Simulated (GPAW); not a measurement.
# AlSn (P-6m2) in GPAW: notebook, part 2 of 2

GPAW 26.7.0. Earlier steps stand in the parts before.

**4. Band structure, BEEF-vdW, spin-orbit coupling, no magnetisation**

The input, run.py:

```python
import numpy as np
from ase.dft.bandgap import bandgap
from ase.io import read, write
from gpaw import GPAW, PW
from gpaw.spinorbit import soc_eigenstates

atoms = read('AlSn.cif')

calc = GPAW(mode=PW(600),
            xc={'name': 'BEEF-vdW', 'backend': 'libvdwxc'},
            kpts={'size': (6, 6, 7), 'gamma': True},
            occupations={'name': 'fermi-dirac', 'width': 0.05},
            nbands=17,
            convergence={'density': 1e-05, 'energy': 1e-05},
            maxiter=150,
            txt='gpaw.txt')
atoms.calc = calc
energy = atoms.get_potential_energy()
forces = atoms.get_forces()
calc.write('gs.gpw')
write('result.traj', atoms)
print(f'Energy: {energy:.6f} eV')
print('Forces (eV/A):')
print(forces.round(4))
print('Fermi level:', round(calc.get_fermi_level(), 4), 'eV')
print(f'Gap: {bandgap(calc)[0]:.4f} eV, direct: {bandgap(calc, direct=True)[0]:.4f} eV')

path = atoms.cell.bandpath('GMKGALHA,LM,KH', npoints=60, eps=1e-4)
bs_calc = calc.fixed_density(kpts=path, symmetry='off', nbands=29,
                             convergence={'bands': 'CBM+6.0', 'eigenstates': 1e-6}, txt='bands.txt')
bs = bs_calc.band_structure()
bs.write('bs.json')
print(f'Gap on the path: {bandgap(bs_calc)[0]:.4f} eV')

soc = soc_eigenstates(bs_calc, theta=90, phi=0)
np.savetxt('soc_bands.dat', soc.eigenvalues(), fmt='%.4f')
mesh = soc_eigenstates('gs.gpw', theta=90, phi=0)
np.savetxt('soc_mesh.dat', mesh.eigenvalues(), fmt='%.4f')
print('Fermi level with spin-orbit coupling:', round(mesh.fermi_level, 4), 'eV')
```

The input, AlSn.cif:

```cif
data_AlSn
_cell_length_a 4.19810562
_cell_length_b 4.19810562
_cell_length_c 3.30684700
_cell_angle_alpha 90.00000000
_cell_angle_beta 90.00000000
_cell_angle_gamma 120.00000000
_space_group_name_H-M_alt 'P1'
_space_group_name_Hall 'P 1'
_space_group_IT_number 1
loop_
_space_group_symop_operation_xyz
'x,y,z'
loop_
_atom_site_label
_atom_site_type_symbol
_atom_site_symmetry_multiplicity
_atom_site_Wyckoff_symbol
_atom_site_fract_x
_atom_site_fract_y
_atom_site_fract_z
_atom_site_occupancy
Sn1 Sn 1 a 0.3333333333 0.6666666667 0.5000000000 1
Al1 Al 1 a 0.0000000000 0.0000000000 0.0000000000 1
```

Potentials or basis: GPAW PAW data sets (gpaw-data 1.2.1), pw.

Command:

```sh
$ OMP_NUM_THREADS=1 python run.py
```

gpaw.txt:

```text
__  _  _
 | _ |_)|_||  |
 |__||  | ||/\| - 26.7.0

Input parameters:
  mode=PW(ecut=600.0),
  convergence={'density': 1e-05, 'energy': 1e-05},
  kpts=MonkhorstPack(size=(6, 6, 7), gamma=True),
  maxiter=150,
  nbands=17,
  occupations=Occupations(name='fermi-dirac', width=0.05),
  xc=XC(name='BEEF-vdW', backend='libvdwxc')

Diagonalizing LCAO Hamiltonian
Converting LCAO to pw mode

         Sn

       Al

Atoms  # Å, Bohr magnetons
|   | symbol |         x |        y |        z |    initial magnetic moments |
|---|--------|-----------|----------|----------|-----------------------------|
| 0 |     Sn | -0.000000 | 2.423777 | 1.653423 | ( 0.0000,  0.0000,  0.0000) |
| 1 |     Al |  0.000000 | 0.000000 | 0.000000 | ( 0.0000,  0.0000,  0.0000) |

Unit cell  # Å
| periodic |         x |        y |        z |  lengths |     angles |
|----------|-----------|----------|----------|----------|------------|
|      yes |  4.198106 | 0.000000 | 0.000000 | 4.198106 |  90.000000 |
|      yes | -2.099053 | 3.635666 | 0.000000 | 4.198106 |  90.000000 |
|      yes |  0.000000 | 0.000000 | 3.306847 | 3.306847 | 120.000000 |

Number of symmetries: 12
Symmetry operations  # r_c * U_cc + t_c -> r_c
|    | kind |            matrix            |
|----|------|------------------------------|
|  0 |  σ   |  1, 1, 0,  0,-1, 0,  0, 0, 1 |
|  1 |  C2  |  1, 1, 0,  0,-1, 0,  0, 0,-1 |
|  2 |  E   |  1, 0, 0,  0, 1, 0,  0, 0, 1 |
|  3 |  σ   |  1, 0, 0,  0, 1, 0,  0, 0,-1 |
|  4 |  C3  |  0, 1, 0, -1,-1, 0,  0, 0, 1 |
|  5 |  S3  |  0, 1, 0, -1,-1, 0,  0, 0,-1 |
|  6 |  σ   |  0,-1, 0, -1, 0, 0,  0, 0, 1 |
[... 120 lines left out ...]

occupation numbers:
  Fermi-Dirac:
    width: 0.0500  # eV

poisson solver:
  ecut: 4800.0  # eV

xc functional:
  name: vdW-BEEF with libvdwxc
  Mode: serial
  Semilocal: BEEVDW with 2 nearest neighbor stencil
  Corresponding non-local functional: vdW-DF2
  Local blocksize: 48 x 48 x 40
  PAW datasets: PBE

convergence criteria:
- Maximum integral of absolute [dens]ity change: 1e-05 electrons / valence electron
- Maximum [total energy] change in last 3 cyles: 1e-05 eV / valence electron
- Maximum integral of absolute [eigenst]ate change: 4e-08 eV^2 / valence electron
maximum number of iterations: 150

SCF iterations
|iter     | |      energy | eigst |  dens |
|---------|-|-------------|-------|-------|
|iter:   1| | -191.025603 | +0.04 |       |
|iter:   2| | -191.031854 | -2.65 | -1.38 |
|iter:   3| | -191.060366 | -2.58 | -1.40 |
|iter:   4| | -191.064113 | -3.06 | -1.90 |
|iter:   5| | -191.064216 | -5.17 | -2.88 |
|iter:   6| | -191.064248c| -5.71 | -3.29 |
|iter:   7| | -191.064251c| -6.35 | -3.85 |
|iter:   8| | -191.064251c| -7.62c| -4.56 |
|iter:   9| | -191.064251c| -8.11c| -5.27c|

Converged in 9 steps
Energy contributions relative to reference atoms: (reference = -174614.116572)

Energy contributions:
  Kinetic:          30.117819
  Coulomb:         -27.144740
  Zero:             -0.042709
  External:          0.000000
  Xc:             -193.992931
  Entropy:          -0.003378
  Spinorbit:         0.000000
  ----------------------------
  Free energy:    -191.065940
  Extrapolated:   -191.064251

dipole moment: (-5.535948, -5.149481, -5.693144)  # |e|*Ang

Fermi level: 5.624
Eigenvalues  # (at kpt = [0.000, 0.000, 0.000])
| band index |      eig [eV] | occ [0-2] |
|------------|---------------|-----------|
|          0 |       -16.388 |     2.000 |
|          1 |       -16.268 |     2.000 |
|          2 |       -16.268 |     2.000 |
|          3 |       -16.267 |     2.000 |
|          4 |       -16.267 |     2.000 |
|          5 |        -4.819 |     2.000 |
[... 9 lines left out ...]
|         15 |        18.963 |     0.000 |
|         16 |        19.025 |     0.000 |

No gap
No difference between direct/indirect transitions

Forces  # eV/Ang
|        x |        y |       z |
|----------|----------|---------|
| -0.00000 |  0.00000 | 0.00000 |  # Sn   0
| -0.00000 | -0.00000 | 0.00000 |  # Al   1

# Writing to gs.gpw (mode='')
```

It took 38 s on 1 thread of Arm Neoverse V1, shared host; peak memory 0.29 GiB.

Results:

| Property | Result |
| --- | --- |
| Free energy | -191.0659 eV |
| Band gap along the path | none (metal or under the smearing width) |

Levels at the corners of the path, in eV from the Fermi level:
| point | band 13 | band 14 | band 15 | band 16 | band 17 | band 18 | band 19 | band 20 |
| --- | --- | --- | --- | --- | --- | --- | --- | --- |
| Γ | -0.44 | -0.44 | -0.13 | -0.13 | 0.73 | 0.73 | 2.57 | 2.57 |
| M | -6.36 | -6.36 | -1.89 | -1.89 | 0.62 | 0.62 | 4.39 | 4.39 |
| K | -6.42 | -6.33 | -4.04 | -3.88 | 4.86 | 4.97 | 5.41 | 5.43 |
| Γ | -0.44 | -0.44 | -0.13 | -0.13 | 0.73 | 0.73 | 2.57 | 2.57 |
| A | -6.25 | -6.25 | 2.41 | 2.41 | 2.96 | 2.96 | 3.45 | 3.45 |
| L | -4.27 | -4.27 | -3.19 | -3.19 | -2.38 | -2.38 | 1.17 | 1.17 |
| H | -3.70 | -3.66 | -3.18 | -3.07 | -2.66 | -2.65 | -0.98 | -0.71 |
| A | -6.25 | -6.25 | 2.41 | 2.41 | 2.96 | 2.96 | 3.45 | 3.45 |
| L | -4.27 | -4.27 | -3.19 | -3.19 | -2.38 | -2.38 | 1.17 | 1.17 |
| M | -6.36 | -6.36 | -1.89 | -1.89 | 0.62 | 0.62 | 4.39 | 4.39 |
| K | -6.42 | -6.33 | -4.04 | -3.88 | 4.86 | 4.97 | 5.41 | 5.43 |
| H | -3.70 | -3.66 | -3.18 | -3.07 | -2.66 | -2.65 | -0.98 | -0.71 |

Caveat: spin-orbit coupling was added after a scalar SCF, so levels and gaps hold it while energy, forces, pressure and moments don't; this program's spin-orbit splittings come out too wide for heavy elements; the PAW data sets were made with another functional, which shifts forces and pressure a little.

**5. Overview**

```csv
level,potentials or basis,eigensolver,spin axis theta (degrees),spin axis phi (degrees),pressure (GPa)
revTPSS,"GPAW PAW data sets (gpaw-data 1.2.1), pw",davidson,0,0,-2.6
OLYP,"PAW data sets generated in the run's folder for this functional, pw",davidson,90,45,-0.5
BEEF-vdW,"GPAW PAW data sets (gpaw-data 1.2.1), pw",-,90,0,-
```

Alike in all rows: task band structure; spin SOC, no magnetisation; cell as given; k mesh 6 × 6 × 7; cutoff (eV) 600; smearing fermi-dirac 0.05 eV.

Caveats: spin-orbit coupling was added after a scalar SCF, so levels and gaps hold it while energy, forces, pressure and moments don't; this program's spin-orbit splittings come out too wide for heavy elements; the PAW data sets were made with another functional, which shifts forces and pressure a little (some runs).

Absolute energies hang on the potentials; compare differences alone.
